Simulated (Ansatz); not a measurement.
**C₃H₁₁BSe: basis-set convergence**

Aim: see how fast density functionals converge with the basis set for C₃H₁₁BSe.

Computed with Ansatz 0.2.0, Gaussian basis. Level: one geometry, several basis sets.

Plan: PBE0-D4/def2-SVP; ωB97M-V/def2-SVP; PBE0-D4/def2-QZVPP; ωB97M-V/def2-QZVPP; the functionals' def2-TZVPP values are taken from earlier runs.

## Step 1: Structure used throughout

All runs share one geometry, relaxed beforehand with PBE0-D4 in a triple-zeta def2 set.

16 atoms, charge 0, spin multiplicity 1.

Atoms are counted from 1 here; the program's logs count them from 0.

Bond lengths: C1–B2 1.576 Å, C1–H6 1.093 Å, C1–H7 1.101 Å, C1–H8 1.093 Å, B2–C3 1.576 Å, B2–C4 1.576 Å, C3–H9 1.093 Å, C3–H10 1.093 Å, C3–H11 1.100 Å, C4–H12 1.093 Å, C4–H13 1.100 Å, C4–H14 1.093 Å, Se5–H15 1.467 Å, Se5–H16 1.467 Å. Angles: B2–C1–H6 114.2°, B2–C1–H7 106.5°, B2–C1–H8 114.2°, H6–C1–H7 106.0°, H6–C1–H8 109.1°, H7–C1–H8 106.0°, C1–B2–C3 119.4°, C1–B2–C4 119.4°, C3–B2–C4 119.4°, B2–C3–H9 114.1°, B2–C3–H10 114.2°, B2–C3–H11 106.7°, H9–C3–H10 109.1°, H9–C3–H11 106.1°, H10–C3–H11 106.0°, B2–C4–H12 114.2°, B2–C4–H13 106.7°, B2–C4–H14 114.1° and more.

## Step 2: PBE0-D4 in def2-SVP

in.yaml

```yaml
crystal:
  periodic: [false, false, false]
  atoms:
    - {symbol: C, position_ang: [-0.809107, 0.467391, -1.250683]}
    - {symbol: B, position_ang: [0.238946, -0.239611, -0.309593]}
    - {symbol: C, position_ang: [1.677114, 0.383980, -0.148284]}
    - {symbol: C, position_ang: [-0.016398, -1.723805, 0.154280]}
    - {symbol: Se, position_ang: [-0.813535, 0.978190, 2.284411]}
    - {symbol: H, position_ang: [-0.738190, 1.557922, -1.261459]}
    - {symbol: H, position_ang: [-0.581793, 0.137857, -2.275877]}
    - {symbol: H, position_ang: [-1.846362, 0.178359, -1.063702]}
    - {symbol: H, position_ang: [2.212132, 0.046609, 0.742825]}
    - {symbol: H, position_ang: [1.698890, 1.476151, -0.186333]}
    - {symbol: H, position_ang: [2.269579, 0.038270, -1.008741]}
    - {symbol: H, position_ang: [-1.070111, -1.970176, 0.308393]}
    - {symbol: H, position_ang: [0.331250, -2.374234, -0.662417]}
    - {symbol: H, position_ang: [0.552771, -2.018607, 1.039306]}
    - {symbol: H, position_ang: [-0.910513, 2.330998, 1.725337]}
    - {symbol: H, position_ang: [-2.217772, 0.708106, 1.956937]}
basis:
  gaussian: {orbitals: def2-SVP}
hamiltonian: {xc: pbe0, dispersion: d4}
output: {orbitals: {seedname: orbitals}}
```

On the command line:

```console
> ansatz run in.yaml --threads 4 --pin off --events-out ev --progress --plain --max-ram 11315MiB
```

Log:

```text
Functional definition: PBE0
  name "PBE0"
  cite "Adamo & Barone, J. Chem. Phys. 110, 6158 (1999) doi:10.1063/1.478522"
  cite "Perdew, Burke & Ernzerhof, Phys. Rev. Lett. 77, 3865 (1996) doi:10.1103/PhysRevLett.77.3865"
  parent pbe
  parameter a = 0.25
  parameter kappa = 0.804
  parameter beta = 0.06672455060314922
  exchange = (1 - a)*pbe_x(kappa = kappa, mu = beta*pi^2/3) + a*exact_x
  correlation = pbe_c(beta = beta)
1664 factors; their error is unknown
mean field evaluation 1: about -69282.0400 eV, gradient 6.6e1 eV
mean field evaluation 2: about -69279.4524 eV, gradient 7.1e1 eV
mean field evaluation 4: about -69293.1036 eV, gradient 2.1e0 eV
mean field evaluation 8: about -69293.1162 eV, gradient 4.7e-2 eV
mean field evaluation 16: about -69293.1913 eV, gradient 3.0e-5 eV
mean field -69293.19128097 eV, -2546.4778109636 hartree, gradient 3.0e-5 eV, S^2 0.000000; 0 other end points of the search recorded, 0 dependent functions left out
reference -69293.19130983 eV, -2546.4778120243 hartree; 34, 34 occupied and 109, 109 virtual orbitals, 1664 factors
Total energy: -69293.48052067 eV, -2546.4884403265 hartree
```

Run time: 1.4 s. Hardware: 4 threads of Intel Xeon Platinum 8488C, shared host; peak memory 0.44 GiB.

## Step 3: ωB97M-V in def2-SVP

Changes to in.yaml since step 2:

```diff
@@ -21,3 +21,3 @@
   gaussian: {orbitals: def2-SVP}
-hamiltonian: {xc: pbe0, dispersion: d4}
+hamiltonian: {xc: {name: wB97M-V}}
 output: {orbitals: {seedname: orbitals}}
```

Launched as before.

Log (excerpt; [...] marks lines left out):

```text
Functional definition: wB97M-V
  name "wB97M-V"
  cite "Mardirossian & Head-Gordon, J. Chem. Phys. 144, 214110 (2016) doi:10.1063/1.4952647"
  cite "Becke, J. Chem. Phys. 107, 8554 (1997) doi:10.1063/1.475007"
  cite "Vydrov & Van Voorhis, J. Chem. Phys. 133, 244103 (2010) doi:10.1063/1.3521275"
  # Of w^i u^j: cxij and so on, Table III.
[...]
  gx(w, u) = 1 - cx + cx01*u + cx10*w
  gss(w, u) = css00 + css04*u^4 + css10*w + css20*w^2 + css43*w^4*u^3
  gos(w, u) = cos00 + cos10*w + (cos20 + cos21*u)*w^2 + (cos60 + cos61*u)*w^6
[...]
      + integral(e_c_pw_mod_opposite_spin*gos(b97_w_opposite, b97_u_opposite)) + vv10(b, c)
1638 factors; their error is unknown
407 factors; integrals over basis functions are off by at most 7.3e-6 eV
[...]
mean field -69299.39397348 eV, -2546.7057557089 hartree, gradient 3.9e-5 eV, S^2 0.000000; 0 other end points of the search recorded, 0 dependent functions left out
reference -69299.39402107 eV, -2546.7057574580 hartree; 34, 34 occupied and 109, 109 virtual orbitals, 1638 factors
Total energy: -69299.39402107 eV, -2546.7057574580 hartree
```

Run time: 3.9 s. Hardware: 4 threads of Intel Xeon Platinum 8488C, shared host; peak memory 0.57 GiB.

## Step 4: PBE0-D4 in def2-QZVPP

Changes to in.yaml since step 3:

```diff
@@ -20,4 +20,4 @@
 basis:
-  gaussian: {orbitals: def2-SVP}
-hamiltonian: {xc: {name: wB97M-V}}
+  gaussian: {orbitals: "def2-QZVPP.json"}
+hamiltonian: {xc: pbe0, dispersion: d4}
 output: {orbitals: {seedname: orbitals}}
```

Same command.

Log:

```text
Functional definition: PBE0
  name "PBE0"
  cite "Adamo & Barone, J. Chem. Phys. 110, 6158 (1999) doi:10.1063/1.478522"
  cite "Perdew, Burke & Ernzerhof, Phys. Rev. Lett. 77, 3865 (1996) doi:10.1103/PhysRevLett.77.3865"
  parent pbe
  parameter a = 0.25
  parameter kappa = 0.804
  parameter beta = 0.06672455060314922
  exchange = (1 - a)*pbe_x(kappa = kappa, mu = beta*pi^2/3) + a*exact_x
  correlation = pbe_c(beta = beta)
1978 factors; their error is unknown
mean field evaluation 1: about -69290.2523 eV, gradient 8.4e1 eV
mean field evaluation 2: about -69275.7175 eV, gradient 1.1e2 eV
mean field evaluation 4: about -69306.8115 eV, gradient 6.2e0 eV
mean field evaluation 8: about -69306.9026 eV, gradient 5.0e-2 eV
mean field evaluation 16: about -69307.0993 eV, gradient 2.8e-5 eV
mean field -69307.09933563 eV, -2546.9889225450 hartree, gradient 2.8e-5 eV, S^2 0.000000; 0 other end points of the search recorded, 0 dependent functions left out
reference -69307.09938049 eV, -2546.9889241936 hartree; 34, 34 occupied and 613, 613 virtual orbitals, 1978 factors
Total energy: -69307.38859132 eV, -2546.9995524958 hartree
```

Run time: 13 s. Hardware: 4 threads of Intel Xeon Platinum 8488C, shared host; peak memory 3 GiB.

## Step 5: ωB97M-V in def2-QZVPP

Changes to in.yaml since step 4:

```diff
@@ -21,3 +21,3 @@
   gaussian: {orbitals: "def2-QZVPP.json"}
-hamiltonian: {xc: pbe0, dispersion: d4}
+hamiltonian: {xc: {name: wB97M-V}}
 output: {orbitals: {seedname: orbitals}}
```

The command is unchanged.

Log (excerpt; [...] marks lines left out):

```text
Functional definition: wB97M-V
  name "wB97M-V"
  cite "Mardirossian & Head-Gordon, J. Chem. Phys. 144, 214110 (2016) doi:10.1063/1.4952647"
  cite "Becke, J. Chem. Phys. 107, 8554 (1997) doi:10.1063/1.475007"
  cite "Vydrov & Van Voorhis, J. Chem. Phys. 133, 244103 (2010) doi:10.1063/1.3521275"
  # Of w^i u^j: cxij and so on, Table III.
[...]
  gx(w, u) = 1 - cx + cx01*u + cx10*w
  gss(w, u) = css00 + css04*u^4 + css10*w + css20*w^2 + css43*w^4*u^3
  gos(w, u) = cos00 + cos10*w + (cos20 + cos21*u)*w^2 + (cos60 + cos61*u)*w^6
[...]
      + integral(e_c_pw_mod_opposite_spin*gos(b97_w_opposite, b97_u_opposite)) + vv10(b, c)
1953 factors; their error is unknown
537 factors; integrals over basis functions are off by at most 5.7e-6 eV
[...]
mean field -69313.56465462 eV, -2547.2265186356 hartree, gradient 2.1e-5 eV, S^2 0.000000; 0 other end points of the search recorded, 0 dependent functions left out
reference -69313.56472702 eV, -2547.2265212965 hartree; 34, 34 occupied and 613, 613 virtual orbitals, 1953 factors
Total energy: -69313.56472702 eV, -2547.2265212965 hartree
```

Run time: 23 s. Hardware: 4 threads of Intel Xeon Platinum 8488C, shared host; peak memory 3.6 GiB.

## Step 6: Functionals by basis

The def2-TZVPP values come from earlier runs at the same geometry.

```tsv
functional	basis	functions	energy (eV)	from the largest (eV)	HOMO (eV)	LUMO (eV)
PBE0-D4	def2-SVP	143	-69293.4805	13.908	-7.16	0.17
PBE0-D4	def2-TZVPP	326	-69305.7726	1.616	-7.30	-0.09
PBE0-D4	def2-QZVPP	647	-69307.3886	0.000	-7.32	-0.20
ωB97M-V	def2-SVP	143	-69299.3940	14.171	-9.33	2.22
ωB97M-V	def2-TZVPP	326	-69311.9937	1.571	-9.48	1.65
ωB97M-V	def2-QZVPP	647	-69313.5647	0.000	-9.49	1.21
```

## Step 7: Outcome

```
                                       quantity           value
PBE0-D4: double and triple zeta above quadruple  13.91, 1.62 eV
ωB97M-V: double and triple zeta above quadruple  14.17, 1.57 eV
```

In words: PBE0-D4 gains 12.29 eV from double to triple zeta, then 1.62 eV more. Total energies overstate the basis error of differences, where much of it tends to cancel. The LUMO of ωB97M-V is positive and keeps falling with the basis (2.22 to 1.21 eV): an unbound level that the basis holds in place.

For PBE0-D4 the largest set took about 9 times as long as the smallest (13 s against 1.4 s).
